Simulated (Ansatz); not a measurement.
Born–Oppenheimer molecular dynamics of a periodic cell of 13 atoms, Te$_{8}$HPd$_{4}$ (host Te2Pd, host structure P-3m1, interstitial H). It starts from a relaxed structure.

Theory: DFT PBEsol, scalar-relativistic, plane waves, PAW in Ansatz 0.2.0. Settings: cutoff 420 eV, k mesh 3x3x2, fermi-dirac smearing 0.05 eV, no spin polarisation.

* ensemble: NVT, Langevin thermostat
* time step: 0.5 fs
* steps asked: 300
* set temperature: 1500 K
* friction: 0.01 /fs
* seed: 170118

First frame:

```xyz
13
Lattice="-2.0120 3.4849 5.1130 4.0240 0.0000 5.1130 4.0240 6.9698 0.0000" Properties=species:S:1:pos:R:3
Te 3.937 2.317 6.389
Te 1.959 1.116 3.675
Pd -0.080 -0.027 -0.048
Te 5.969 5.787 6.418
Te 4.233 4.780 3.527
Pd 1.957 3.465 -0.079
Te 1.925 5.729 6.363
Te -0.091 4.617 3.696
Pd 1.878 3.403 5.043
Te 3.919 9.222 6.407
Te 1.972 8.112 3.698
Pd 3.959 6.929 5.040
H 2.662 3.739 3.614
```

Question: What does the run give?

Answer: The run went to its last step.

```yaml
steps_done: 300
time_covered: 150 fs
mean_temperature_over_the_second_half: 1121 K
spread_of_the_potential_energy_over_the_second_half: 17.1 meV per atom
mean_potential_energy_of_the_second_half_above_the_start: 155.9 meV per atom
```

The mean temperature of the second half is 25 % below the set value. A run of 0.15 ps of so small a system gives no equilibrium averages. Limits of this set-up: coarse k mesh, odd electron count without spin, a small cell, in which the defect meets its images.

Question: What happens to the structure?

Answer: Mean squared displacements from the first frame to the last, about the centre of mass: Te 0.09 Å², Pd 0.05 Å², H 0.14 Å². Another seed would give other details.

Question: How do temperature and energy run in time?

Answer: 
```tsv
time (fs)	T (K)	potential energy less start (eV)
0	1385	0.000
7.5	1293	0.309
15	1109	0.410
22.5	1161	0.730
30	911	1.291
37.5	845	1.463
45	1016	1.447
52.5	885	1.772
60	996	1.844
67.5	1078	1.693
75	848	1.849
82.5	946	1.858
90	899	2.076
97.5	1150	2.255
105	977	2.433
112.5	823	2.263
120	1137	1.920
127.5	1225	1.929
135	1261	1.965
142.5	1233	1.860
150	1605	1.618
```

The run took 17 min on 4 threads of Intel(R) Xeon(R) Platinum 8375C CPU @ 2.90GHz (Ice Lake), with other jobs on the host, peak memory 1.5 GiB.
